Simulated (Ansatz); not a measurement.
# NaSe (quartet): from Hartree-Fock to the top rungs, cc-pVDZ

One table from this session's results is given with a row withheld; the runs are named, their logs left out.

Computed with Ansatz 0.2.0, Gaussian basis. Level: cc-pVDZ, core rule «outside noble gas», up to 19 orbitals frozen.

To be run: UHF; CCSD(T) on ROHF; CCSD(T) on UHF; BCCD(T) on ROHF; CISD as a restricted active space (open shells left free, so some higher excitations enter); CCSDT(Q) on ROHF; CCSDT(Q) on UHF; Full CI.

29 further runs of the same task are left out: 14 for a known fault of the program, 7 that didn't finish, 8 set aside as unsound or not needed. Runs told in other sessions of the task aren't counted.

### What is computed

The geometry is a PBE0/def2-TZVP stationary point (not a proven minimum). No spin-orbit coupling is included. The filled d shell of Se may be among the frozen orbitals whatever the setting's name suggests.

2 atoms, charge 0, spin multiplicity 4.

Atoms are counted from 1 here; the program's logs count them from 0.

No contacts short enough for the rule that draws bonds.

Set-up of the first run:

in.yaml reads:

```yaml
crystal:
  periodic: [false, false, false]
  atoms:
    - {symbol: Se, position_ang: [0.000000, 0.000000, 0.000000]}
    - {symbol: Na, position_ang: [0.000000, 0.000000, 3.655800]}
basis:
  gaussian: {orbitals: cc-pVDZ}
magnetization: {spin_polarized: true, initial_magnetization: 3}
hamiltonian: {xc: hf}
output: {orbitals: {seedname: orbitals}}
```

On the command line:

```bash
$ ansatz run in.yaml --threads 1 --pin off --events-out ev --progress --plain --max-ram 2393MiB
```

Among the steps run: UHF; CCSD(T) on ROHF; CCSD(T) on UHF; BCCD(T) on ROHF; CISD as a restricted active space (open shells left free, so some higher excitations enter); CCSDT(Q) on ROHF; CCSDT(Q) on UHF; Full CI.

One of the session's tables, all rows but one given; the rest of the session is left out.

It belongs to the step «Misses and costs». 

```
   method  from FCI (kJ/mol)
     ROHF             +248.4
      UHF             +238.2
     RMP2              +44.6
     UMP2              +45.6
     CISD               +9.6
    RCCSD               +4.1
    UCCSD               +3.1
 RCCSD(T)               +1.0
 UCCSD(T)               +0.2
  BCCD(T)               +1.0
   RCCSDT                  ?
   UCCSDT               -0.5
RCCSDT(Q)                0.0
UCCSDT(Q)               -0.8
      FCI                  0
```

**Question.** Estimate the row for RCCSDT.

**Answer.** from FCI (kJ/mol): +0.3. In the column «from FCI (kJ/mol)» it lies between UCCSD(T) (+0.2) and RCCSD(T) (+1.0).

To keep in mind: UCCSDT, UCCSDT(Q) fall below full CI: unrestricted runs freeze a spin-polarised core, another one than full CI's, and coupled cluster isn't variational. Levels on UHF freeze UHF's core orbitals, full CI those of ROHF, so the U rows can settle a little off it for that reason alone. Restricted and unrestricted rows rest on different reference determinants; a gap between their highest levels can come from leftover correlation error, from unlike frozen cores or from another state.
